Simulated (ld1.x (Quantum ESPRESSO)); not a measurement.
# In: variants of one PAW potential

One potential is built and tested. Then one design choice at a time is changed, to learn what it costs or gains.

The numbers are computed with ld1.x (Quantum ESPRESSO) 7.5 (PBE, scalar-relativistic, spin-unpolarised reference atom).

2 further runs of the same task are left out: 2 that didn't finish.

## 1. The design

The settings as typed:

```json
{"element": "indium (In, Z = 49)", "type": "PAW", "frozen core": "[Kr]", "valence charge": "13", "reference configuration": "4d10 5s1 5p0 (charge +2)", "partial waves": "5s (bound): rcut 1.85, rcutus 2.05 bohr; 5s channel at 0.75 Ry: rcut 1.85, rcutus 2.05 bohr; 5p (bound, empty): rcut 1.90, rcutus 2.35 bohr; 5p channel at -0.7 Ry: rcut 1.90, rcutus 2.35 bohr; 4d (bound): rcut 1.45, rcutus 1.75 bohr; 4d channel at -1.8 Ry: rcut 1.45, rcutus 1.75 bohr", "local potential": "all-electron potential smoothed inside 1.75 bohr (lloc = -1)", "core correction": "a·sin(br)/r model core, default radius (core density twice the valence density)", "augmentation charge": "PSQ, inside the norm-conserving radii"}
```

The outer shells as boxes (Hund's rule for the drawing; the calculation is spin-unpolarised):

```
[Kr] core
4d [↑↓][↑↓][↑↓][↑↓][↑↓]
5s [↑ ]
5p [  ][  ][  ]
```

An earlier all-electron run gives the scale for the radii.

All-electron outer shells of the reference configuration (PBE, scalar-relativistic, ld1.x):

| shell | level (eV) | outermost node (bohr) | outermost maximum (bohr) |
| --- | --- | --- | --- |
| 4p | -96.19 | 0.42 | 0.82 |
| 4d | -36.53 | 0.40 | 0.94 |
| 5s | -23.67 | 1.02 | 2.06 |
| 5p | -16.22 | 1.13 | 2.45 |
| 4f | -4.17 | – | 5.52 |

## 2. Generation of the first potential

The input, In.in:

```
 &input
   title='In', zed=49., rel=1, dft='PBE', iswitch=3,
   config='[Kr] 4d10 5s1 5p0',
   nld=3, rlderiv=2.55, eminld=-5.0, emaxld=5.0, deld=0.02
 /
 &inputp
   pseudotype=3, lpaw=.true., tm=.true., lloc=-1, rcloc=1.75,
   nlcc=.true.,
   which_augfun='PSQ', rmatch_augfun_nc=.true.,
   file_pseudopw='In.UPF', file_wfcaegen='ae.wfc', file_wfcncgen='nc.wfc', file_beta='beta', file_chi='chi', file_wfcusgen='us.wfc'
 /
6
5S  1  0   1.00   0.00  1.85  2.05  0.0
5S  1  0   0.00   0.75  1.85  2.05  0.0
5P  2  1   0.00   0.00  1.90  2.35  0.0
5P  2  1   0.00  -0.70  1.90  2.35  0.0
4D  3  2  10.00   0.00  1.45  1.75  0.0
4D  3  2   0.00  -1.80  1.45  1.75  0.0
 &test
   configts(1)='4d10 5s1 5p0'
 /
```

The run is started by

```bash
$ ld1.x < In.in > In.out
```

The output, In.out (without the banner and most projector matrices):

```text
     Program LD1 v.7.5
     --------------------------- All-electron run ----------------------------

     In
     scalar relativistic calculation

     atomic number is 49.00
     dft =PBE   lsd =0 sic =0 latt =0  beta=0.20 tr2=1.0E-14
     Exchange-correlation= PBE
                           (   1   4   3   4   0   0   0)
     mesh =1241 r(mesh) = 100.30140 a.u. xmin = -7.00 dx = 0.01250
     1 Ry =  13.60569312 eV, c = 137.03599908

     n l     nl                  e(Ry)          e(Ha)          e(eV)
     1 0     1S 1( 2.00)     -2041.2489     -1020.6245    -27772.6061
     2 0     2S 1( 2.00)      -306.7602      -153.3801     -4173.6857
     2 1     2P 1( 6.00)      -275.4648      -137.7324     -3747.8901
     3 0     3S 1( 2.00)       -59.2856       -29.6428      -806.6217
     3 1     3P 1( 6.00)       -49.0375       -24.5187      -667.1889
     4 0     4S 1( 2.00)       -10.1221        -5.0610      -137.7179
     4 1     4P 1( 6.00)        -7.0700        -3.5350       -96.1916
     3 2     3D 1(10.00)       -33.1300       -16.5650      -450.7568
     4 2     4D 1(10.00)        -2.6849        -1.3424       -36.5294
     5 0     5S 1( 1.00)        -1.7398        -0.8699       -23.6714
     5 1     5P 1( 0.00)        -1.1918        -0.5959       -16.2159

     final scf error:  1.6E-15 reached in  27 iterations

     Etot =  -11761.470178 Ry,   -5880.735089 Ha, -160022.953921 eV

     Ekin =   12259.300825 Ry,    6129.650412 Ha,  166796.284924 eV
     Encl =  -28376.908838 Ry,  -14188.454419 Ha, -386087.513430 eV
     Eh   =    4674.260107 Ry,    2337.130053 Ha,   63596.548589 eV
     Exc  =    -318.122272 Ry,    -159.061136 Ha,   -4328.274003 eV

     normalization and overlap integrals

     s(1S/1S) =  1.000000  <r> =   0.0297  <r2> =    0.0012  r(max) =   0.0192
     s(2S/2S) =  1.000000  <r> =   0.1285  <r2> =    0.0195  r(max) =   0.1090
     s(2P/2P) =  1.000000  <r> =   0.1122  <r2> =    0.0154  r(max) =   0.0870
     s(3S/3S) =  1.000000  <r> =   0.3486  <r2> =    0.1389  r(max) =   0.3153
     s(3P/3P) =  1.000000  <r> =   0.3471  <r2> =    0.1399  r(max) =   0.3075
     s(4S/4S) =  1.000000  <r> =   0.8481  <r2> =    0.8143  r(max) =   0.7658
     s(4P/4P) =  1.000000  <r> =   0.9214  <r2> =    0.9712  r(max) =   0.8152
     s(3D/3D) =  1.000000  <r> =   0.3243  <r2> =    0.1250  r(max) =   0.2581
     s(4D/4D) =  1.000000  <r> =   1.1650  <r2> =    1.6170  r(max) =   0.9354
     s(5S/5S) =  1.000000  <r> =   2.3413  <r2> =    6.1804  r(max) =   2.0558
     s(5P/5P) =  1.000000  <r> =   2.8464  <r2> =    9.1634  r(max) =   2.4490

     ------------------------ End of All-electron run ------------------------

     --------------------- Generating PAW atomic setup --------------------

      Generating local potential from pseudized AE potential:
      Matching radius rcloc =   1.7500

      Local pseudo, rcloc= 1.747 Estimated cut-off energy=     7.74 Ry

      Computing core charge for nlcc:

       r > 0.68 : true rho core
       r < 0.68 : rho core = a sin(br)/r    a=  22.93  b=   3.07

      Integrated core pseudo-charge :  11.20
      Wfc-us  5S rcutus= 2.030  Estimated cut-off energy=    10.74 Ry
      Wfc-us  5S rcutus= 2.030  Estimated cut-off energy=    15.00 Ry
      Wfc-us  5P rcutus= 2.359  Estimated cut-off energy=    13.32 Ry
      Wfc-us  5P rcutus= 2.359  Estimated cut-off energy=    14.05 Ry
      Wfc-us  4D rcutus= 1.747  Estimated cut-off energy=    38.99 Ry
      Wfc-us  4D rcutus= 1.747  Estimated cut-off energy=    51.34 Ry

     Required augmentation: PSQ   radius:    2.350000

     Q pseudized with Bessel functions
     Expected ecutrho=     198.5011 due to l1=  2   l2=  2

     Estimated PAW energy = -408.766844 Ryd

     The PAW screened D coefficients
     1.34401     1.43163     0.00000     0.00000     0.00000     0.00000
     1.43163     1.54215     0.00000     0.00000     0.00000     0.00000
     0.00000     0.00000     0.65404     0.61100     0.00000     0.00000
     0.00000     0.00000     0.61100     0.57118     0.00000     0.00000
     0.00000     0.00000     0.00000     0.00000    -2.43423    -1.35974
     0.00000     0.00000     0.00000     0.00000    -1.35974    -0.78193

     The PAW descreened D coefficients (US)
     1.17883     0.95419     0.00000     0.00000     0.00000     0.00000
     0.95419     0.78898     0.00000     0.00000     0.00000     0.00000
     0.00000     0.00000     0.68854     0.60708     0.00000     0.00000
     0.00000     0.00000     0.60708     0.53437     0.00000     0.00000
     0.00000     0.00000     0.00000     0.00000     1.61357     1.06173
     0.00000     0.00000     0.00000     0.00000     1.06173     0.64274

     ------------------- End of pseudopotential generation -------------------

     [... the all-electron block is printed once more ...]


     Computing logarithmic derivative in   2.55857
     Computing logarithmic derivative in   2.55857
     Computing the partial wave expansion
     R is outside the sphere for l=    0 j= 0.00
     R is outside the sphere for l=    0 j= 0.00
     R is outside the sphere for l=    1 j= 0.00
     R is outside the sphere for l=    1 j= 0.00
     R is outside the sphere for l=    2 j= 0.00
     R is outside the sphere for l=    2 j= 0.00

     ---------------------- Testing the pseudopotential ----------------------

     In
     scalar relativistic calculation

     atomic number is 49.00   valence charge is 13.00
     dft = SLA  PW   PBX  PBC   lsd =0 sic =0 latt =0  beta=0.20 tr2=1.0E-14
     mesh =1241 r(mesh) = 100.30140 xmin = -7.00 dx = 0.01250

     n l     nl             e AE (Ry)        e PS (Ry)    De AE-PS (Ry)
     3 2     4D   1(10.00)       -2.68486       -2.68487        0.00001
     1 0     5S   1( 1.00)       -1.73982       -1.73982        0.00001
     2 1     5P   1( 0.00)       -1.19185       -1.19185        0.00000

     eps = 1.6E-16  iter =  4

     Etot =  -11761.470178 Ry,   -5880.735089 Ha, -160022.953921 eV
     Etotps =  -408.766868 Ry,    -204.383434 Ha,   -5561.556570 eV

     Ekin =     218.708667 Ry,     109.354333 Ha,    2975.683002 eV
     Encl =    -396.978792 Ry,    -198.489396 Ha,   -5401.171627 eV
     Ehrt =      87.625514 Ry,      43.812757 Ha,    1192.205847 eV
     Ecxc =    -318.122256 Ry,    -159.061128 Ha,   -4328.273793 eV
     (Ecc =     -21.593319 Ry,     -10.796660 Ha,    -293.792076 eV)

     ---------------------- End of pseudopotential test ----------------------
```

Run time: 2.1 s. Hardware: 1 thread, shared host. (Generation and the later configuration tests together.)

All-electron and pseudo partial waves u(r) = r·R(r), from the program's wave files:

| r (bohr) | 4d AE | 4d PS | 5p AE | 5p PS |
| --- | --- | --- | --- | --- |
| 0.118 | -0.3437 | 0.0035 | -0.0373 | 0.0041 |
| 0.235 | -0.5005 | 0.0266 | 0.1869 | 0.0162 |
| 0.353 | -0.1827 | 0.0840 | 0.0921 | 0.0360 |
| 0.470 | 0.2569 | 0.1793 | -0.1108 | 0.0628 |
| 0.588 | 0.6227 | 0.3083 | -0.2575 | 0.0963 |
| 0.705 | 0.8559 | 0.4532 | -0.3052 | 0.1349 |
| 0.822 | 0.9709 | 0.5944 | -0.2714 | 0.1780 |
| 0.940 | 0.9993 | 0.7117 | -0.1846 | 0.2249 |
| 1.058 | 0.9714 | 0.7879 | -0.0713 | 0.2740 |
| 1.175 | 0.9120 | 0.8153 | 0.0490 | 0.3238 |
| 1.292 | 0.8368 | 0.7976 | 0.1658 | 0.3735 |
| 1.410 | 0.7552 | 0.7451 | 0.2739 | 0.4226 |
| 1.528 | 0.6740 | 0.6732 | 0.3690 | 0.4695 |
| 1.645 | 0.5971 | 0.5973 | 0.4492 | 0.5129 |
| 1.763 | 0.5253 | 0.5253 | 0.5159 | 0.5528 |
| 1.880 | 0.4603 | 0.4603 | 0.5687 | 0.5876 |
| 1.998 | 0.4014 | 0.4014 | 0.6093 | 0.6173 |
| 2.115 | 0.3493 | 0.3493 | 0.6384 | 0.6408 |
| 2.232 | 0.3031 | 0.3031 | 0.6574 | 0.6578 |
| 2.350 | 0.2621 | 0.2621 | 0.6678 | 0.6678 |
| 2.468 | 0.2262 | 0.2262 | 0.6704 | 0.6704 |
| 2.585 | 0.1950 | 0.1950 | 0.6666 | 0.6666 |
| 2.702 | 0.1679 | 0.1679 | 0.6574 | 0.6574 |
| 2.820 | 0.1442 | 0.1442 | 0.6436 | 0.6436 |
| 2.938 | 0.1236 | 0.1236 | 0.6261 | 0.6261 |
| 3.055 | 0.1060 | 0.1060 | 0.6059 | 0.6059 |

## 3. Configuration tests

The input, In.test.in:

```
 &input
   title='In', zed=49., rel=1, dft='PBE', iswitch=2,
   config='[Kr] 4d10 5s1 5p0'
 /
 &test
   file_pseudo='In.UPF', nconf=8,
   configts(1)='4d10 5s1 5p0',
   configts(2)='4d10 5s2 5p1',
   configts(3)='4d10 5s2 5p0',
   configts(4)='4d10 5s0 5p0',
   configts(5)='4d10 5s1 5p1',
   configts(6)='4d10 5s2 5p1.3',
   configts(7)='4d10 5s1 5p2',
   configts(8)='4d10 5s2 5p0.5'
 /
```

The run is started by

```bash
$ ld1.x < In.test.in > In.test.out
```

In.test.out, the pseudopotential blocks:

```text
     ---------------------- Testing the pseudopotential ----------------------

     In
     scalar relativistic calculation

     atomic number is 49.00   valence charge is 13.00
     dft =SLA  PW   PBX  PBC   lsd =0 sic =0 latt =0  beta=0.20 tr2=1.0E-14
     mesh =1241 r(mesh) = 100.30140 xmin = -7.00 dx = 0.01250

     n l     nl             e AE (Ry)        e PS (Ry)    De AE-PS (Ry)
     3 2     4D   1(10.00)       -2.68486       -2.68487        0.00001
     1 0     5S   1( 1.00)       -1.73982       -1.73982        0.00001
     2 1     5P   1( 0.00)       -1.19185       -1.19185        0.00000

     eps = 1.6E-16  iter =  4

     Etot =  -11761.470178 Ry,   -5880.735089 Ha, -160022.953921 eV
     Etotps =  -408.766868 Ry,    -204.383434 Ha,   -5561.556570 eV

     Ekin =     218.708667 Ry,     109.354333 Ha,    2975.683002 eV
     Encl =    -396.978792 Ry,    -198.489396 Ha,   -5401.171627 eV
     Ehrt =      87.625514 Ry,      43.812757 Ha,    1192.205847 eV
     Ecxc =    -318.122256 Ry,    -159.061128 Ha,   -4328.273793 eV
     (Ecc =     -21.593319 Ry,     -10.796660 Ha,    -293.792076 eV)

     ---------------------- End of pseudopotential test ----------------------

     ---------------------- Testing the pseudopotential ----------------------

     In
     scalar relativistic calculation

     atomic number is 49.00   valence charge is 13.00
     dft =SLA  PW   PBX  PBC   lsd =0 sic =0 latt =0  beta=0.20 tr2=1.0E-14
     mesh =1241 r(mesh) = 100.30140 xmin = -7.00 dx = 0.01250

     n l     nl             e AE (Ry)        e PS (Ry)    De AE-PS (Ry)
     3 2     4D   1(10.00)       -1.36879       -1.36839       -0.00040
     1 0     5S   1( 2.00)       -0.60349       -0.60343       -0.00006
     2 1     5P   1( 1.00)       -0.18511       -0.18512        0.00001

     eps = 1.1E-15  iter = 11

     Etot =  -11763.278081 Ry,   -5881.639040 Ha, -160047.551690 eV
     Etotps =  -410.575035 Ry,    -205.287517 Ha,   -5586.157929 eV
     dEtot_ae =      -1.807903 Ry
     dEtot_ps =      -1.808167 Ry,   Delta E=       0.000264 Ry

     Ekin =     220.452984 Ry,     110.226492 Ha,    2999.415648 eV
     Encl =    -415.250107 Ry,    -207.625054 Ha,   -5649.765526 eV
     Ehrt =     103.218973 Ry,      51.609486 Ha,    1404.365665 eV
     Ecxc =    -318.996884 Ry,    -159.498442 Ha,   -4340.173717 eV
     (Ecc =     -21.593319 Ry,     -10.796660 Ha,    -293.792076 eV)

     ---------------------- End of pseudopotential test ----------------------

     ---------------------- Testing the pseudopotential ----------------------

     In
     scalar relativistic calculation

     atomic number is 49.00   valence charge is 13.00
     dft =SLA  PW   PBX  PBC   lsd =0 sic =0 latt =0  beta=0.20 tr2=1.0E-14
     mesh =1241 r(mesh) = 100.30140 xmin = -7.00 dx = 0.01250

     n l     nl             e AE (Ry)        e PS (Ry)    De AE-PS (Ry)
     3 2     4D   1(10.00)       -1.91631       -1.91563       -0.00068
     1 0     5S   1( 2.00)       -1.09694       -1.09683       -0.00011
     2 1     5P   1( 0.00)       -0.61969       -0.61966       -0.00003

     eps = 5.8E-15  iter = 10

     Etot =  -11762.883901 Ry,   -5881.441951 Ha, -160042.188603 eV
     Etotps =  -410.180757 Ry,    -205.090379 Ha,   -5580.793511 eV
     dEtot_ae =      -1.413723 Ry
     dEtot_ps =      -1.413889 Ry,   Delta E=       0.000166 Ry

     Ekin =     220.135120 Ry,     110.067560 Ha,    2995.090891 eV
     Encl =    -408.099466 Ry,    -204.049733 Ha,   -5552.476100 eV
     Ehrt =      96.444402 Ry,      48.222201 Ha,    1312.192941 eV
     Ecxc =    -318.660814 Ry,    -159.330407 Ha,   -4335.601244 eV
     (Ecc =     -21.593319 Ry,     -10.796660 Ha,    -293.792076 eV)

     ---------------------- End of pseudopotential test ----------------------

     ---------------------- Testing the pseudopotential ----------------------

     In
     scalar relativistic calculation

     atomic number is 49.00   valence charge is 13.00
     dft =SLA  PW   PBX  PBC   lsd =0 sic =0 latt =0  beta=0.20 tr2=1.0E-14
     mesh =1241 r(mesh) = 100.30140 xmin = -7.00 dx = 0.01250

     n l     nl             e AE (Ry)        e PS (Ry)    De AE-PS (Ry)
     3 2     4D   1(10.00)       -3.51966       -3.52187        0.00221
     1 0     5S   1( 0.00)       -2.43012       -2.43076        0.00064
     2 1     5P   1( 0.00)       -1.81351       -1.81392        0.00041

     eps = 1.2E-16  iter =  7

     Etot =  -11759.388675 Ry,   -5879.694338 Ha, -159994.633626 eV
     Etotps =  -406.684733 Ry,    -203.342366 Ha,   -5533.227671 eV
     dEtot_ae =       2.081503 Ry
     dEtot_ps =       2.082136 Ry,   Delta E=      -0.000632 Ry

     Ekin =     216.411271 Ry,     108.205635 Ha,    2944.425336 eV
     Encl =    -384.301630 Ry,    -192.150815 Ha,   -5228.690048 eV
     Ehrt =      78.757993 Ry,      39.378996 Ha,    1071.557081 eV
     Ecxc =    -317.552366 Ry,    -158.776183 Ha,   -4320.520042 eV
     (Ecc =     -21.593319 Ry,     -10.796660 Ha,    -293.792076 eV)

     ---------------------- End of pseudopotential test ----------------------

     ---------------------- Testing the pseudopotential ----------------------

     In
     scalar relativistic calculation

     atomic number is 49.00   valence charge is 13.00
     dft =SLA  PW   PBX  PBC   lsd =0 sic =0 latt =0  beta=0.20 tr2=1.0E-14
     mesh =1241 r(mesh) = 100.30140 xmin = -7.00 dx = 0.01250

     n l     nl             e AE (Ry)        e PS (Ry)    De AE-PS (Ry)
     3 2     4D   1(10.00)       -2.03142       -2.03120       -0.00021
     1 0     5S   1( 1.00)       -1.16920       -1.16914       -0.00006
     2 1     5P   1( 1.00)       -0.67724       -0.67722       -0.00002

     eps = 8.8E-15  iter =  8

     Etot =  -11762.399329 Ry,   -5881.199664 Ha, -160035.595654 eV
     Etotps =  -409.696205 Ry,    -204.848102 Ha,   -5574.200833 eV
     dEtot_ae =      -0.929150 Ry
     dEtot_ps =      -0.929336 Ry,   Delta E=       0.000186 Ry

     Ekin =     219.639491 Ry,     109.819745 Ha,    2988.347506 eV
     Encl =    -405.915993 Ry,    -202.957997 Ha,   -5522.768441 eV
     Ehrt =      95.106746 Ry,      47.553373 Ha,    1293.993194 eV
     Ecxc =    -318.526447 Ry,    -159.263224 Ha,   -4333.773091 eV
     (Ecc =     -21.593319 Ry,     -10.796660 Ha,    -293.792076 eV)

     ---------------------- End of pseudopotential test ----------------------

     ---------------------- Testing the pseudopotential ----------------------

     In
     scalar relativistic calculation

     atomic number is 49.00   valence charge is 13.00
     dft =SLA  PW   PBX  PBC   lsd =0 sic =0 latt =0  beta=0.20 tr2=1.0E-14
     mesh =1241 r(mesh) = 100.30140 xmin = -7.00 dx = 0.01250

     n l     nl             e AE (Ry)        e PS (Ry)    De AE-PS (Ry)
     3 2     4D   1(10.00)       -1.23747       -1.23714       -0.00033
     1 0     5S   1( 2.00)       -0.48053       -0.48048       -0.00006
     2 1     5P   1( 1.30)       -0.07809       -0.07810        0.00002

     eps = 3.1E-15  iter = 12

     Etot =  -11763.317192 Ry,   -5881.658596 Ha, -160048.083822 eV
     Etotps =  -410.614152 Ry,    -205.307076 Ha,   -5586.690150 eV
     dEtot_ae =      -1.847014 Ry
     dEtot_ps =      -1.847284 Ry,   Delta E=       0.000270 Ry

     Ekin =     220.472726 Ry,     110.236363 Ha,    2999.684251 eV
     Encl =    -416.936463 Ry,    -208.468232 Ha,   -5672.709569 eV
     Ehrt =     104.924826 Ry,      52.462413 Ha,    1427.574987 eV
     Ecxc =    -319.075242 Ry,    -159.537621 Ha,   -4341.239820 eV
     (Ecc =     -21.593319 Ry,     -10.796660 Ha,    -293.792076 eV)

     ---------------------- End of pseudopotential test ----------------------

     ---------------------- Testing the pseudopotential ----------------------

     In
     scalar relativistic calculation

     atomic number is 49.00   valence charge is 13.00
     dft =SLA  PW   PBX  PBC   lsd =0 sic =0 latt =0  beta=0.20 tr2=1.0E-14
     mesh =1241 r(mesh) = 100.30140 xmin = -7.00 dx = 0.01250

     n l     nl             e AE (Ry)        e PS (Ry)    De AE-PS (Ry)
     3 2     4D   1(10.00)       -1.48767       -1.48758       -0.00009
     1 0     5S   1( 1.00)       -0.67620       -0.67616       -0.00004
     2 1     5P   1( 2.00)       -0.23658       -0.23658        0.00000

     eps = 1.4E-15  iter =  9

     Etot =  -11762.848787 Ry,   -5881.424393 Ha, -160041.710847 eV
     Etotps =  -410.145747 Ry,    -205.072874 Ha,   -5580.317173 eV
     dEtot_ae =      -1.378609 Ry
     dEtot_ps =      -1.378879 Ry,   Delta E=       0.000270 Ry

     Ekin =     220.036736 Ry,     110.018368 Ha,    2993.752307 eV
     Encl =    -413.108770 Ry,    -206.554385 Ha,   -5620.631154 eV
     Ehrt =     101.799785 Ry,      50.899892 Ha,    1385.056630 eV
     Ecxc =    -318.873498 Ry,    -159.436749 Ha,   -4338.494956 eV
     (Ecc =     -21.593319 Ry,     -10.796660 Ha,    -293.792076 eV)

     ---------------------- End of pseudopotential test ----------------------

     ---------------------- Testing the pseudopotential ----------------------

     In
     scalar relativistic calculation

     atomic number is 49.00   valence charge is 13.00
     dft =SLA  PW   PBX  PBC   lsd =0 sic =0 latt =0  beta=0.20 tr2=1.0E-14
     mesh =1241 r(mesh) = 100.30140 xmin = -7.00 dx = 0.01250

     n l     nl             e AE (Ry)        e PS (Ry)    De AE-PS (Ry)
     3 2     4D   1(10.00)       -1.62509       -1.62455       -0.00054
     1 0     5S   1( 2.00)       -0.83741       -0.83733       -0.00009
     2 1     5P   1( 0.50)       -0.39025       -0.39024       -0.00000

     eps = 8.2E-15  iter = 11

     Etot =  -11763.135469 Ry,   -5881.567734 Ha, -160045.611355 eV
     Etotps =  -410.432378 Ry,    -205.216189 Ha,   -5584.216987 eV
     dEtot_ae =      -1.665291 Ry
     dEtot_ps =      -1.665510 Ry,   Delta E=       0.000219 Ry

     Ekin =     220.348789 Ry,     110.174394 Ha,    2997.998002 eV
     Encl =    -411.928436 Ry,    -205.964218 Ha,   -5604.571883 eV
     Ehrt =      99.987104 Ry,      49.993552 Ha,    1360.393849 eV
     Ecxc =    -318.839835 Ry,    -159.419918 Ha,   -4338.036955 eV
     (Ecc =     -21.593319 Ry,     -10.796660 Ha,    -293.792076 eV)

     ---------------------- End of pseudopotential test ----------------------
```

The tests as a table, with energies relative to 4d10 5s1 5p0.

| valence configuration | charge | ΔE all-electron (eV) | error AE − PS (meV) |
| --- | --- | --- | --- |
| 4d10 5s2 5p1 | 0 | -24.598 | +3.6 |
| 4d10 5s2 5p0 | +1 | -19.235 | +2.3 |
| 4d10 5s0 5p0 | +3 | 28.320 | -8.6 |
| 4d10 5s1 5p1 | +1 | -12.642 | +2.5 |
| 4d10 5s2 5p1.3 | -0.3 | -25.130 | +3.7 |
| 4d10 5s1 5p2 | 0 | -18.757 | +3.7 |
| 4d10 5s2 5p0.5 | +0.5 | -22.657 | +3.0 |

[end of part 1 of 2]
